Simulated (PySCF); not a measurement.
# C₂H₉GeN: geometry, NMR shifts, spin-spin couplings, electronic excitations and core binding energies

Wanted: the NMR shifts, spin-spin couplings, electronic excitations and core binding energies of C₂H₉GeN (`C[N](C)[GeH3]`), by calculation.

Programs: PySCF 2.14.0, with density-fitted response routines of our own. Each step states its level of theory. These are calculated values for one molecule in the gas phase, unless marked as measured. Atoms are numbered from 0 throughout.

## 1. Starting geometry

13 atoms, charge 0, multiplicity 1; geometry from: GFN2-xTB.

Bonds of the start (Å): C0–N1 1.45, N1–C2 1.45, N1–Ge3 1.82, C0–H4 1.10, C0–H5 1.09, C0–H6 1.09, C2–H7 1.10, C2–H8 1.09, C2–H9 1.09, Ge3–H10 1.49, Ge3–H11 1.51, Ge3–H12 1.49.

## 2. Optimising the geometry at PBE0-D3(BJ)/def2-SVP

What the job is given:

```
{"job": {"xc": "PBE0", "basis": "def2-SVP", "d3": "d3bj", "grid": 1, "kind": "geom"}, "charge": 0, "multiplicity": 1}
C     -0.343580     1.434270     0.222130
N     -0.045460     0.029300     0.392680
C     -1.230220    -0.794490     0.294390
Ge     1.543220    -0.627350    -0.209200
H     -0.783340     1.660340    -0.757950
H     -1.051590     1.754470     0.991690
H      0.574840     2.010820     0.330930
H     -1.720190    -0.716770    -0.684960
H     -0.957170    -1.836090     0.462700
H     -1.954080    -0.493380     1.056840
H      1.692670    -1.962700     0.445460
H      1.691160    -0.810330    -1.704810
H      2.574980     0.352870     0.246050
```

Run with:

```sh
OMP_NUM_THREADS=1 python probes_run.py task.json out
```

This one command runs all jobs of the session in turn.

**Question.** This job is followed by: GIAO PBE0/pcSseg-1 NMR shielding, non-relativistic, gas phase; B3LYP/pcJ-1 Ge:pcSseg-1 indirect spin-spin coupling, non-relativistic, gas phase; TDDFT B3LYP/def2-SVPD, vertical, gas phase, core orbitals frozen in the response; GIAO wB97X-D/pcSseg-2 NMR shielding, non-relativistic, gas phase; delta-SCF UKS SCAN, pcX-2 on the ionised atom, pcseg-1 elsewhere, spin-free X2C. What will the session give for the following? rotational constants (main isotopes); 13C shifts against TMS (PBE0/pcSseg-1, means over atoms taken as alike); 1H shifts against TMS (PBE0/pcSseg-1, means over atoms taken as alike); 15N shifts against NH3 (PBE0/pcSseg-1); 73Ge shifts against GeMe4 (PBE0/pcSseg-1); largest coupling of the table (B3LYP/pcSseg-1+pcJ-1); lowest singlet (B3LYP/def2-SVPD); brightest single state of those computed; lowest triplet; vertical ionisation energy (ΔSCF); C1s binding energies, SCAN/pcX-2; N1s binding energies, SCAN/pcX-2; range of the shift of N1.

**Answer**, as computed:

```
                                                               quantity                        value
                                   rotational constants (main isotopes)         8.32, 2.91, 2.30 GHz
13C shifts against TMS (PBE0/pcSseg-1, means over atoms taken as alike)                     42.8 ppm
 1H shifts against TMS (PBE0/pcSseg-1, means over atoms taken as alike)               4.55, 2.45 ppm
                                 15N shifts against NH3 (PBE0/pcSseg-1)                     11.3 ppm
                              73Ge shifts against GeMe4 (PBE0/pcSseg-1)                     -112 ppm
                   largest coupling of the table (B3LYP/pcSseg-1+pcJ-1)      1J(C,H) C0–H4, 138.5 Hz
                                       lowest singlet (B3LYP/def2-SVPD)  5.04 eV (246 nm), f = 0.011
                               brightest single state of those computed  state 7, 7.23 eV, f = 0.065
                                                         lowest triplet                      4.89 eV
                                      vertical ionisation energy (ΔSCF)                      8.15 eV
                                       C1s binding energies, SCAN/pcX-2                 C0 291.37 eV
                                       N1s binding energies, SCAN/pcX-2                 N1 404.11 eV
                                               range of the shift of N1              6.8 to 11.3 ppm
```

What this shows: Relaxing lowered the energy by 0.089 eV in 4 steps; the close pair that moved most is Ge3–H12, from 1.494 to 1.538 Å. At PBE0/pcSseg-1: The largest span, 345 ppm, is at Ge3, where the paramagnetic term is -1315 ppm. Of the pairs tabulated at B3LYP/pcSseg-1+pcJ-1, C0–H4 (mean over like pairs) couples most strongly (138.5 Hz; Fermi contact 136.9 Hz). The lowest singlet, at 5.04 eV, is HOMO→LUMO 0.91, HOMO→LUMO+1 0.08 and is weak; of the 10 states computed, the strongest absorption comes from state 7 at 7.23 eV. The lowest triplet lies 0.15 eV below the lowest singlet (triplets in Tamm-Dancoff, singlets in full TDDFT). At B3LYP/def2-SVPD, the highest states lie near or above the ionisation energy, where they hang on the basis. ΔSCF puts the ionisation energy at 8.15 eV, 2.18 eV above −ε(HOMO). Across the 2 runs the shift of N1 moves most, between 6.8 (wB97X-D/pcSseg-2) and 11.3 ppm (PBE0/pcSseg-1). Most of that comes from the computed reference, not from the atom's own shielding. Spin-orbit coupling is left out, which matters for shieldings and couplings at and beside the heavy atoms.
